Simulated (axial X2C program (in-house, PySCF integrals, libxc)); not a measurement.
**Linear NSeN⁺ at several levels**

Aim: the two bond lengths and stretching wavenumbers of linear NSeN⁺, with and without spin–orbit coupling, at PBE0, PBE.

Computed with an in-house X2C program for linear molecules on PySCF integrals. Level: all-electron X2C, two-component (2c) or spin-free, N dyall-av3z, Se dyall-v3z.

All values are calculated.

2 further runs of the same task are left out: 2 set aside as unsound or not needed.

## (1) Set-up

task.json

```json
{
 "zs": [
  7,
  34,
  7
 ],
 "q": 1,
 "bas": [
  "dyall-av3z",
  "dyall-v3z",
  "dyall-av3z"
 ],
 "r0": [
  1.67,
  1.67
 ],
 "symm": 1,
 "scan": [
  "PBE0",
  "HF",
  "PBE"
 ],
 "levels": [
  "PBE0",
  "HF",
  "TPSSh"
 ],
 "nst": 2
}
```

Keys: zs atomic numbers; q charge; bas basis sets; r0 starting distance in Å; symm equal bonds; scan levels of the two-bond scan; levels methods; nst determinants followed.

Run with:

```bash
$ python solin.py task.json out
```

Masses N 14.003, Se 79.917, N 14.003 u.

## (2) Scan at PBE0, 2c

State: Ω = 1/2 (beyond evenly filled blocks: ω = 1/2). Energies above the lowest point, from the job's result record:

| r(N–Se) (Å) | r(Se–N) (Å) | E (meV) |
| --- | --- | --- |
| 1.6058 | 1.6058 | 71.03 |
| 1.6058 | 1.6470 | 27.79 |
| 1.6058 | 1.6882 | 37.90 |
| 1.6470 | 1.6058 | 27.79 |
| 1.6470 | 1.6470 | 0.00 |
| 1.6470 | 1.6882 | 25.27 |
| 1.6470 | 1.7294 | 88.12 |
| 1.6882 | 1.6058 | 37.90 |
| 1.6882 | 1.6470 | 25.27 |
| 1.6882 | 1.6882 | 65.95 |
| 1.7294 | 1.6470 | 88.12 |
| 1.7294 | 1.7294 | 237.60 |

A quadratic surface with cubic terms in each bond gives the minimum at 1.646 and 1.646 Å, force constants 5.05, 5.05 and coupling 1.45 mdyn/Å.

## (3) Scan at PBE, 2c

State: Ω = 1/2 (beyond evenly filled blocks: ω = 1/2). Energies above the lowest point, from the job's result record:

| r(N–Se) (Å) | r(Se–N) (Å) | E (meV) |
| --- | --- | --- |
| 1.6058 | 1.6058 | 177.02 |
| 1.6058 | 1.6470 | 91.09 |
| 1.6058 | 1.6882 | 65.30 |
| 1.6470 | 1.6058 | 91.09 |
| 1.6470 | 1.6470 | 16.88 |
| 1.6470 | 1.6882 | 2.61 |
| 1.6470 | 1.7294 | 33.35 |
| 1.6882 | 1.6058 | 65.30 |
| 1.6882 | 1.6470 | 2.61 |
| 1.6882 | 1.6882 | 0.00 |
| 1.7294 | 1.6470 | 33.35 |
| 1.7294 | 1.7294 | 96.00 |

A quadratic surface with cubic terms in each bond gives the minimum at 1.673 and 1.673 Å, force constants 4.78, 4.78 and coupling 1.09 mdyn/Å.

## (4) Scan at PBE0, spin-free

State: M_S = 1/2, Λ = 1 (beyond evenly filled blocks: π+α, π+β, π-α). Energies above the lowest point, from the job's result record:

| r(N–Se) (Å) | r(Se–N) (Å) | E (meV) |
| --- | --- | --- |
| 1.6058 | 1.6058 | 68.65 |
| 1.6058 | 1.6470 | 26.34 |
| 1.6058 | 1.6882 | 36.73 |
| 1.6470 | 1.6058 | 26.34 |
| 1.6470 | 1.6470 | 0.00 |
| 1.6470 | 1.6882 | 26.08 |
| 1.6470 | 1.7294 | 88.90 |
| 1.6882 | 1.6058 | 36.73 |
| 1.6882 | 1.6470 | 26.08 |
| 1.6882 | 1.6882 | 68.18 |
| 1.7294 | 1.6470 | 88.90 |
| 1.7294 | 1.7294 | 241.88 |

A quadratic surface with cubic terms in each bond gives the minimum at 1.645 and 1.645 Å, force constants 5.03, 5.03 and coupling 1.50 mdyn/Å.

## (5) The levels side by side

| level | r(N–Se) (Å) | r(Se–N) (Å) | lower stretch (cm⁻¹) | upper stretch (cm⁻¹) |
| --- | --- | --- | --- | --- |
| PBE0, 2c | 1.646 | 1.646 | 768.7 | 887.6 |
| PBE, 2c | 1.673 | 1.673 | 776.6 | 843.4 |
| PBE0, spin-free | 1.645 | 1.645 | 759.6 | 889.7 |
| PBE, spin-free | 1.672 | 1.672 | 772.5 | 844.1 |

Scans not shown above were run alike.

In words: Over the levels the N–Se bond spans 1.645 to 1.673 Å and the Se–N bond 1.645 to 1.673 Å. At PBE0 spin–orbit coupling leaves both bonds unchanged to 0.001 Å. Each state is one determinant, the lowest of a limited PBE0 search; the stretches come from a fit to few points and are good to some per cent at best. The stretches are sorted by size, and where the two bonds are alike the symmetric and antisymmetric modes can swap order between levels. The molecule was held linear; bending was not examined, so a bent shape may lie lower. Note: functional without a current term on a determinant with orbital currents, of the molecule or an atom.
